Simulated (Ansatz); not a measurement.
# Ni (Ni, diamond): the cost of one run

Method: DFT m-r2SCAN, plane waves (500 eV) with PAW, scalar-relativistic; PBE-made PAW files; m-r²SCAN is r²SCAN on the gauge-invariant kinetic-energy density, in Ansatz 0.2.0.

### 1 Starting point

The structure is cubic, space group Fd-3m (No. 227). The conventional cell has a = 4.907 Å, b = 4.907 Å, c = 4.907 Å, α = 90.00°, β = 90.00°, γ = 90.00°. Ni (site symmetry -43m) has 4 Ni at 2.12 Å as nearest neighbours.

Structure file:

```
CELL_PARAMETERS angstrom
0.00000 2.45346 2.45346
2.45346 0.00000 2.45346
2.45346 2.45346 0.00000
ATOMIC_POSITIONS crystal
Ni 0.12500 0.12500 0.12500
Ni 0.87500 0.87500 0.87500
```

The atoms start with moments of +0.8, -0.8 μB.

### 2 Geometry optimisation

Input file input.yaml:

```yaml
crystal:
  lattice:
    - [0.0, 2.4534603088, 2.4534603088]
    - [2.4534603088, 0.0, 2.4534603088]
    - [2.4534603088, 2.4534603088, 0.0]
  atoms:
    - { symbol: Ni, position: [0.125, 0.125, 0.125], spin: 0.8 }
    - { symbol: Ni, position: [0.875, 0.875, 0.875], spin: -0.8 }
hamiltonian:
  xc: mr2scan
  pseudopotentials:
    kind: paw
    azcp:
      Ni: "pseudopotentials/Ni.paw.azcp"
basis:
  ecutwfc: 500
  fft_grid_basis: typed
kpoints:
  mp_grid: { grid: [11, 11, 11], shift: [0, 0, 0] }
magnetization:
  spin_polarized: true
scf:
  occupations: { method: fermi_dirac, width: 0.05 }
relax:
  max_steps: 60
  f_tol: 0.01
  cell: {}
```

What time and memory should one allow on 2 threads of an x86-64 CPU, shared host?

About 44 s, with a peak of 0.6 GiB.
